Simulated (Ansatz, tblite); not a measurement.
# The cluster LiSn₁₉H₂₈: one state, many levels

An exercise on one series of results from a longer session: the logs are not shown, and one member is left open.

Computed with Ansatz 0.2.0, Gaussian basis. Level: as each input shows.

The runs, in order: GFN1-xTB, GFN2-xTB, PBE-D4/def2-SVP, r2SCAN-D4/def2-SVP, B97M-V/def2-SVP, r2SCAN-D4/def2-mTZVP.

4 further runs of the same task are left out: 3 for a known fault of the program, 1 set aside as unsound or not needed.

## The geometry

The doublet was relaxed beforehand with PBE-D4/def2-SVP.

48 atoms, charge 0, spin multiplicity 2.

Bond lengths: Li1–Sn5 3.133 Å, Li1–Sn8 3.096 Å, Li1–Sn18 2.968 Å, Li1–Sn20 3.179 Å, Li1–H27 1.844 Å, Li1–H44 1.893 Å, Li1–H48 1.870 Å, Sn2–Sn10 2.829 Å, Sn2–Sn11 2.840 Å, Sn2–Sn15 2.931 Å, Sn2–H21 1.752 Å, Sn3–Sn13 2.818 Å, Sn3–Sn14 2.819 Å, Sn3–Sn16 2.815 Å, Sn3–H22 1.744 Å, Sn4–Sn10 2.819 Å, Sn4–Sn12 2.817 Å, Sn4–Sn17 2.817 Å and more. Angles: Sn5–Li1–Sn8 91.3°, Sn5–Li1–Sn18 57.0°, Sn5–Li1–Sn20 96.9°, Sn5–Li1–H27 112.8°, Sn5–Li1–H44 89.0°, Sn5–Li1–H48 125.9°, Sn8–Li1–Sn18 147.1°, Sn8–Li1–Sn20 105.8°, Sn8–Li1–H27 31.6°, Sn8–Li1–H44 153.9°, Sn8–Li1–H48 99.5°, Sn18–Li1–Sn20 87.9°, Sn18–Li1–H27 149.4°, Sn18–Li1–H44 35.8°, Sn18–Li1–H48 106.1°, Sn20–Li1–H27 122.7°, Sn20–Li1–H44 100.1°, Sn20–Li1–H48 29.2° and more.

Sn takes a core potential in the def2 sets. No spin-orbit coupling is included.

PBE0-D4/def2-SVP was run before; its log isn't repeated, and its numbers join the tables.

Set-up of the first run:

Tight binding, by tblite at 300 K electronic temperature and without a spin-polarisation term:

```python
tblite.interface.Calculator('GFN1-xTB', numbers, positions, charge=0, uhf=1).singlepoint()
```

Tight binding, by tblite at 300 K electronic temperature and without a spin-polarisation term:

```python
tblite.interface.Calculator('GFN2-xTB', numbers, positions, charge=0, uhf=1).singlepoint()
```

start.molden holds the orbitals of an earlier run on this state, given as this run's starting guess.

Contents of in.yaml:

```yaml
crystal:
  periodic: [false, false, false]
  atoms:
    - {symbol: Li, position_ang: [1.474964, 2.439795, 1.230063]}
    - {symbol: Sn, position_ang: [-1.888608, -1.899994, -2.149788]}
    - {symbol: Sn, position_ang: [-1.654637, -1.571662, 5.172930]}
    - {symbol: Sn, position_ang: [-1.640745, 1.329529, -5.420488]}
    - {symbol: Sn, position_ang: [-1.490741, 1.924163, 2.100095]}
    - {symbol: Sn, position_ang: [1.894289, -1.593219, -4.787545]}
    - {symbol: Sn, position_ang: [0.913234, -1.706095, 1.357590]}
    - {symbol: Sn, position_ang: [0.873427, 1.464799, -1.645751]}
    - {symbol: Sn, position_ang: [1.908291, 1.282695, 5.100351]}
    - {symbol: Sn, position_ang: [-3.347247, -0.508383, -4.134049]}
    - {symbol: Sn, position_ang: [0.172351, -3.370786, -3.436150]}
    - {symbol: Sn, position_ang: [0.487872, -0.030959, -6.667758]}
    - {symbol: Sn, position_ang: [-3.118493, 0.479286, 3.910291]}
    - {symbol: Sn, position_ang: [-0.354731, -3.269042, 3.335867]}
    - {symbol: Sn, position_ang: [-0.960095, -0.066803, -0.059684]}
    - {symbol: Sn, position_ang: [0.340386, -0.371664, 6.755771]}
    - {symbol: Sn, position_ang: [-0.517219, 3.067136, -3.508767]}
    - {symbol: Sn, position_ang: [0.379062, 3.319896, 3.844648]}
    - {symbol: Sn, position_ang: [3.033420, 0.102234, -2.846095]}
    - {symbol: Sn, position_ang: [2.753425, -0.050366, 2.737386]}
    - {symbol: H, position_ang: [-2.984787, -3.068340, -1.441500]}
    - {symbol: H, position_ang: [-2.684666, -2.506894, 6.224052]}
    - {symbol: H, position_ang: [-2.504699, 2.263449, -6.612983]}
    - {symbol: H, position_ang: [-2.553349, 3.175442, 1.477074]}
    - {symbol: H, position_ang: [3.165319, -2.462225, -5.606799]}
    - {symbol: H, position_ang: [1.893146, -2.749732, 0.356189]}
    - {symbol: H, position_ang: [1.649879, 2.703033, -0.586197]}
    - {symbol: H, position_ang: [3.320166, 1.900162, 5.918615]}
    - {symbol: H, position_ang: [-4.024458, -1.580020, -5.328303]}
    - {symbol: H, position_ang: [-4.676444, 0.360740, -3.421609]}
    - {symbol: H, position_ang: [-0.463360, -4.543329, -4.558243]}
    - {symbol: H, position_ang: [1.109317, -4.249891, -2.263261]}
    - {symbol: H, position_ang: [-0.113515, -1.052744, -7.938991]}
    - {symbol: H, position_ang: [1.570982, 1.109947, -7.408529]}
    - {symbol: H, position_ang: [-4.440849, -0.247918, 3.043244]}
    - {symbol: H, position_ang: [-3.816936, 1.490138, 5.143848]}
    - {symbol: H, position_ang: [-1.510678, -4.343013, 2.606162]}
    - {symbol: H, position_ang: [0.786453, -4.262257, 4.195990]}
    - {symbol: H, position_ang: [-0.329812, 0.624593, 8.013221]}
    - {symbol: H, position_ang: [1.374850, -1.537690, 7.524456]}
    - {symbol: H, position_ang: [-1.749737, 3.952753, -2.660445]}
    - {symbol: H, position_ang: [0.537898, 4.231739, -4.251463]}
    - {symbol: H, position_ang: [0.240013, 4.877884, 4.632686]}
    - {symbol: H, position_ang: [1.608573, 3.754261, 2.585634]}
    - {symbol: H, position_ang: [3.856867, -0.817623, -1.621084]}
    - {symbol: H, position_ang: [4.184965, 1.218029, -3.517496]}
    - {symbol: H, position_ang: [4.408088, -0.591859, 2.790051]}
    - {symbol: H, position_ang: [2.940372, 1.347001, 1.624662]}
basis:
  gaussian: {orbitals: def2-SVP, fitting: {mean_field: def2-universal-jkfit}, initial_orbitals: start.molden}
magnetization: {spin_polarized: true, initial_magnetization: 1}
hamiltonian: {xc: pbe, dispersion: d4}
scf: {omitted_lower_state_checks: [starts]}
output: {forces: true, orbitals: {seedname: orbitals}}
```

On the command line:

```sh
ansatz run in.yaml --threads 4 --pin off --events-out ev --progress --plain --max-ram 46080MiB --backend cuda --devices 0, --max-vram 37GiB
```

Steps of the session up to this table: PBE-D4/def2-SVP; r2SCAN-D4/def2-SVP; B97M-V/def2-SVP; r2SCAN-D4/def2-mTZVP.

One of the session's tables, all rows but one given; the rest of the session is left out.

It belongs to the step «Binding energy». 

| level | binding an atom (eV) |
| --- | --- |
| PBE-D4/def2-SVP | 2.413 |
| r2SCAN-D4/def2-SVP | 2.412 |
| r2SCAN-D4/def2-mTZVP | ? |
| B97M-V/def2-SVP | 2.490 |
| PBE0-D4/def2-SVP | 2.404 |

Estimate the missing values for r2SCAN-D4/def2-mTZVP.

The run gave: binding an atom (eV): 2.385. In the column «binding an atom (eV)» it is the lowest.

Caveats from the session: Free atoms were run apart at each level; binding is atoms less cluster, divided by the number of atoms, without zero-point or spin-orbit terms.
